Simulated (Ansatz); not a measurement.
# H2MoN: the cost of one run

The runs use Ansatz 0.2.0, Gaussian basis; the settings change from run to run.

18 further runs of the same task are left out: 3 for a known fault of the program, 7 that didn't finish, 8 set aside as unsound or not needed.

### 1 The system

The geometry is a PBE0/def2-TZVP stationary point (not a proven minimum) of the parent state, kept for this charge and spin. No spin-orbit coupling is included. Elements past krypton take def2 core potentials.

4 atoms, charge 1, spin multiplicity 3.

Atoms are counted from 1 here; the program's logs count them from 0.

Bond lengths: Mo1–N2 1.850 Å, N2–H3 1.021 Å, N2–H4 1.021 Å. Angles: Mo1–N2–H3 125.2°, Mo1–N2–H4 125.2°, H3–N2–H4 109.5°.

### 2 BCCD on ROHF/def2-SVP

Input file in.yaml:

```yaml
crystal:
  periodic: [false, false, false]
  atoms:
    - {symbol: Mo, position_ang: [0.000000, 0.000000, 0.275330]}
    - {symbol: N, position_ang: [0.000000, 0.000000, -1.574476]}
    - {symbol: H, position_ang: [0.000000, 0.834104, -2.163778]}
    - {symbol: H, position_ang: [0.000000, -0.834104, -2.163778]}
basis:
  gaussian: {orbitals: def2-SVP}
total_charge: 1
magnetization: {spin_polarized: false, initial_magnetization: 2}
correlation: {method: bccd, electrons: outside_noble_gas, diis_vectors: 12}
accuracy: high
scf: {lower_state_search: full}
```

Command:

```console
$ ansatz run in.yaml --threads 1 --pin off --events-out ev --progress --plain --max-ram 2393MiB
```

What time and memory should one allow on 1 thread of Arm Neoverse V1, shared host?

About 97 s, with a peak of 0.34 GiB.
